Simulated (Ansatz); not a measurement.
# ZrB2: a B atom hops into a vacancy

Method: DFT LDA, plane waves, PAW, scalar-relativistic, no spin polarisation, in Ansatz 0.2.0.

## Step 1: Starting point

The cell holds 23 atoms (B15Zr8): a = 6.256 Å, b = 6.256 Å, c = 6.958 Å, α = 90.00°, β = 90.00°, γ = 120.00°.

The empty site lies at (-1.56, 0.91, 1.74) Å, and B2 starts at (-0.03, 1.78, 1.79) Å. All atoms were shaken by about 0.02 Å to break the symmetry.

Structure file:

```xyz
23
Lattice="6.2563 0.0000 0.0000 -3.1281 5.4181 0.0000 0.0000 0.0000 6.9580" Properties=species:S:1:pos:R:3 pbc="T T T"
Zr   -0.0156    0.0101   -0.0108
B    -0.0305    1.7784    1.7901
B     1.5558    0.9290    1.7418
Zr   -0.0148    0.0548    3.4618
B     0.0085    1.8399    5.2083
B     1.5380    0.8846    5.2017
Zr   -1.5550    2.7183   -0.0265
B    -1.5389    4.4896    1.7216
B    -0.0252    3.6121    1.7723
Zr   -1.5634    2.6952    3.4713
B    -1.5550    4.5093    5.1943
B    -0.0160    3.5962    5.2093
Zr    3.1497    0.0063   -0.0170
B     3.1575    1.8513    1.7003
Zr    3.1294   -0.0160    3.4753
B     3.1348    1.8119    5.2282
B     4.6687    0.9196    5.1575
Zr    1.5629    2.6916    0.0023
B     1.5691    4.5106    1.7207
B     3.1553    3.5931    1.7269
Zr    1.5649    2.7005    3.4863
B     1.5474    4.5014    5.2110
B     3.1270    3.5799    5.2146
```

## Step 2: The band

crystal.atoms is the first end and neb.final_atoms the second, which differs in B2 alone.

input.yaml reads:

```yaml
crystal:
  lattice:
    - [6.25625062, 1.0e-08, 0.0]
    - [-3.12812532, 5.41807118, 0.0]
    - [0.0, 0.0, 6.95797858]
  atoms:
    - { symbol: Zr, position: [-0.00156595, 0.00186342, -0.00154565] }
    - { symbol: B, position: [0.15924453, 0.32823277, 0.2572681] }
    - { symbol: B, position: [0.33442133, 0.17147165, 0.25032514] }
    - { symbol: Zr, position: [0.00269312, 0.0101071, 0.49753078] }
    - { symbol: B, position: [0.17114918, 0.33957928, 0.74853836] }
    - { symbol: B, position: [0.32746797, 0.16326628, 0.74759042] }
    - { symbol: Zr, position: [0.00230182, 0.50171568, -0.0038117] }
    - { symbol: B, position: [0.16833264, 0.82863661, 0.24743385] }
    - { symbol: B, position: [0.3293002, 0.66666958, 0.25470835] }
    - { symbol: Zr, position: [-0.0011809, 0.49743968, 0.49889103] }
    - { symbol: B, position: [0.16758679, 0.83226326, 0.74652975] }
    - { symbol: B, position: [0.32931397, 0.66373429, 0.74867905] }
    - { symbol: Zr, position: [0.50402435, 0.00115742, -0.00244858] }
    - { symbol: B, position: [0.67554904, 0.34169373, 0.24436564] }
    - { symbol: Zr, position: [0.49872576, -0.00295344, 0.49946262] }
    - { symbol: B, position: [0.66827517, 0.33440927, 0.75139658] }
    - { symbol: B, position: [0.83111366, 0.1697349, 0.74123267] }
    - { symbol: Zr, position: [0.49820288, 0.49677909, 0.00033558] }
    - { symbol: B, position: [0.66706047, 0.83251916, 0.24730187] }
    - { symbol: B, position: [0.83593311, 0.66317492, 0.24819605] }
    - { symbol: Zr, position: [0.49934563, 0.49842439, 0.50104393] }
    - { symbol: B, position: [0.66274395, 0.83082025, 0.74893083] }
    - { symbol: B, position: [0.83019526, 0.66073658, 0.74944898] }
kpoints:
  mp_grid: { grid: [3, 3, 2] }
magnetization:
  spin_polarized: false
scf:
  occupations: { method: fermi_dirac, width: 0.1 }
hamiltonian:
  pseudopotentials: { kind: paw }
  xc: lda
basis:
  ecutwfc: 420
neb:
  images: 5
  relax_end_points: true
  climbing: true
  f_tol: 0.1
  max_iterations: 40
  order_check: false
  final_atoms:
    - { symbol: Zr, position: [-0.00156595, 0.00186342, -0.00154565] }
    - { symbol: B, position: [-0.16575867, 0.16804082, 0.24976713] }
    - { symbol: B, position: [0.33442133, 0.17147165, 0.25032514] }
    - { symbol: Zr, position: [0.00269312, 0.0101071, 0.49753078] }
    - { symbol: B, position: [0.17114918, 0.33957928, 0.74853836] }
    - { symbol: B, position: [0.32746797, 0.16326628, 0.74759042] }
    - { symbol: Zr, position: [0.00230182, 0.50171568, -0.0038117] }
    - { symbol: B, position: [0.16833264, 0.82863661, 0.24743385] }
    - { symbol: B, position: [0.3293002, 0.66666958, 0.25470835] }
    - { symbol: Zr, position: [-0.0011809, 0.49743968, 0.49889103] }
    - { symbol: B, position: [0.16758679, 0.83226326, 0.74652975] }
    - { symbol: B, position: [0.32931397, 0.66373429, 0.74867905] }
    - { symbol: Zr, position: [0.50402435, 0.00115742, -0.00244858] }
    - { symbol: B, position: [0.67554904, 0.34169373, 0.24436564] }
    - { symbol: Zr, position: [0.49872576, -0.00295344, 0.49946262] }
    - { symbol: B, position: [0.66827517, 0.33440927, 0.75139658] }
    - { symbol: B, position: [0.83111366, 0.1697349, 0.74123267] }
    - { symbol: Zr, position: [0.49820288, 0.49677909, 0.00033558] }
    - { symbol: B, position: [0.66706047, 0.83251916, 0.24730187] }
    - { symbol: B, position: [0.83593311, 0.66317492, 0.24819605] }
    - { symbol: Zr, position: [0.49934563, 0.49842439, 0.50104393] }
    - { symbol: B, position: [0.66274395, 0.83082025, 0.74893083] }
    - { symbol: B, position: [0.83019526, 0.66073658, 0.74944898] }
```

Command:

```console
$ ansatz run input.yaml --threads 4 --pin off --max-ram 8192MiB --backend cpu --events-out ev --progress --plain --runs-dir out
```

What time and memory should one allow on 4 threads of Intel Xeon Platinum 8259CL at 2.50GHz (Skylake/Cascade Lake), shared host?

About 3.8 min, with a peak of 1.5 GiB.
